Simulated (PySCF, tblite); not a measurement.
# C₆H₈ClFO: geometry, infrared bands and NMR shifts

Wanted: the infrared bands and NMR shifts of C₆H₈ClFO (`FC[C@@H]1C=C[C@H](CCl)O1`), by calculation.

The runs use tblite 0.8.0 and PySCF 2.14.0, with density-fitted response routines of our own; the level of theory stands in each step. All values are computed, except where a source is named. Atoms count from 0, in the outputs and in this text.

### Step 1. The molecule as given

17 atoms, charge 0, multiplicity 1; geometry from: force field or distance geometry start.

Bonds of the start (Å): F0–C1 1.37, C1–C2 1.54, C2–C3 1.47, C3–C4 1.33, C4–C5 1.50, C5–C6 1.54, C6–Cl7 1.79, C5–O8 1.44, O8–C2 1.44, C1–H9 1.08, C1–H10 1.10, C2–H11 1.10, C3–H12 1.10, C4–H13 1.08, C5–H14 1.09, C6–H15 1.08, C6–H16 1.10.

### Step 2. Optimising the geometry with GFN2-xTB

The job: settings as JSON, then the geometry in Å.

```
{"job": {"kind": "relax", "xc": "GFN2-xTB", "basis": "xTB"}, "charge": 0, "multiplicity": 1}
F     -1.377000     1.786900     0.067200
C     -2.059200     0.696600    -0.397200
C     -1.175500    -0.560700    -0.242800
C     -0.633900    -0.760200     1.110600
C      0.694600    -0.690400     1.098400
C      1.161900    -0.410200    -0.297900
C      1.843200     0.955200    -0.474700
Cl     3.454900     1.005600     0.305000
O     -0.025200    -0.459100    -1.111100
H     -2.304900     0.877500    -1.432300
H     -2.980900     0.600400     0.190200
H     -1.756500    -1.439800    -0.565800
H     -1.236000    -0.948500     2.009900
H      1.354200    -0.797700     1.941400
H      1.820200    -1.204900    -0.644100
H      1.974500     1.176600    -1.522200
H      1.238900     1.764300    -0.044400
```

Launch:

```
$ OMP_NUM_THREADS=1 python probes_run.py task.json out
```

This one command runs all jobs of the session in turn.

**Question.** This job is followed by: GFN2-xTB harmonic vibrations, gas phase; GIAO PBE0/pcSseg-1 NMR shielding, non-relativistic, gas phase. What will the session give for the following? strongest single infrared mode (GFN2-xTB); zero-point energy (GFN2-xTB); ¹³C shifts against TMS (PBE0/pcSseg-1); ¹H shifts against TMS (PBE0/pcSseg-1); ¹⁹F shifts against CFCl3 (PBE0/pcSseg-1); ³⁵Cl shifts against HCl (PBE0/pcSseg-1); ¹⁷O shifts against H2O (PBE0/pcSseg-1); surface potential, 1st and 99th percentile.

**Answer**, as computed:

```
                                 quantity                                               value
strongest single infrared mode (GFN2-xTB)                                1092 cm⁻¹, 74 km/mol
             zero-point energy (GFN2-xTB)                                       80.4 kcal/mol
   ¹³C shifts against TMS (PBE0/pcSseg-1)            141.4, 133.7, 92.7, 92.4, 87.6, 51.8 ppm
    ¹H shifts against TMS (PBE0/pcSseg-1)  6.62, 6.01, 5.09, 5.04, 4.79, 4.53, 3.61, 3.43 ppm
 ¹⁹F shifts against CFCl3 (PBE0/pcSseg-1)                                          -263.0 ppm
  ³⁵Cl shifts against HCl (PBE0/pcSseg-1)                                              43 ppm
   ¹⁷O shifts against H2O (PBE0/pcSseg-1)                                            81.8 ppm
    surface potential, 1st and 99th percentile                                  -1.14 V and 1.24 V
```

In words: Over 44 steps the energy fell by 0.094 eV; of the close pairs, C2–C3 changed most, 1.471 to 1.503 Å. No mode is imaginary among the 45: a minimum at this level. The strongest single mode, at 1092 cm⁻¹, is carried by C5, O8, C2, H13. Unscaled tight-binding wavenumbers are off by several per cent, some by more. Its intensities can rank the bands wrongly. At PBE0/pcSseg-1: The widest tensor belongs to Cl7: span 304 ppm, with a paramagnetic part of -238 ppm.
